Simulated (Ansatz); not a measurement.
A run of Ansatz 0.2.0 is set up as follows.

File input.yaml:

```yaml
crystal:
  lattice:
    - [-1.949259, 1.949259, 4.022291]
    - [1.949259, -1.949259, 4.022291]
    - [1.949259, 1.949259, -4.022291]
  atoms:
    - { symbol: Ru, position: [0.5, 0.5, 0.0] }
    - { symbol: Ru, position: [0.25, 0.75, 0.5] }
    - { symbol: Ru, position: [0.75, 0.25, 0.5] }
    - { symbol: Sc, position: [0.0, 0.0, 0.0] }
hamiltonian:
  xc: r2scan
  pseudopotentials: { kind: paw }
  dispersion: d4
kpoints:
  mp_grid: { grid: [10, 10, 10] }
scf:
  occupations: { method: fermi_dirac, width: 0.05 }
output:
  forces: true
  stress: true
  eigenvalues: true
  write_density: true
  write_potential: true
  elf: true
  volumetric_format: npy
relax:
  f_tol: 0.01
  max_steps: 40
  cell: { stress_tol: 0.05 }
```

Potentials or basis: Ansatz PAW.

Command:

```bash
$ ansatz run input.yaml --threads 2 --pin off --max-ram 5632MiB --backend cpu --events-out ev --progress --plain --runs-dir out
```

Task: What does it give for the band gap on the k mesh?

Result: None (metal or under the smearing width).

Task: Estimate the relaxed volume.

Result: 14.77 Å³/atom.

Final structure:
```yaml
crystal:
  lattice:
    - [-1.91483, 1.91483, 4.02719]
    - [1.91483, -1.91483, 4.02719]
    - [1.91483, 1.91483, -4.02719]
  atoms:
    - { symbol: Ru, position: [0.50000, 0.50000, 0.00000] }
    - { symbol: Ru, position: [0.25000, 0.75000, 0.50000] }
    - { symbol: Ru, position: [0.75000, 0.25000, 0.50000] }
    - { symbol: Sc, position: [0.00000, 0.00000, 0.00000] }
```

Caveat: pairwise dispersion overbinds metals, which lowers pressure and volume; the PAW data sets come from PBE, with cores solved anew for the run's functional, which leaves a small shift of forces and pressure.
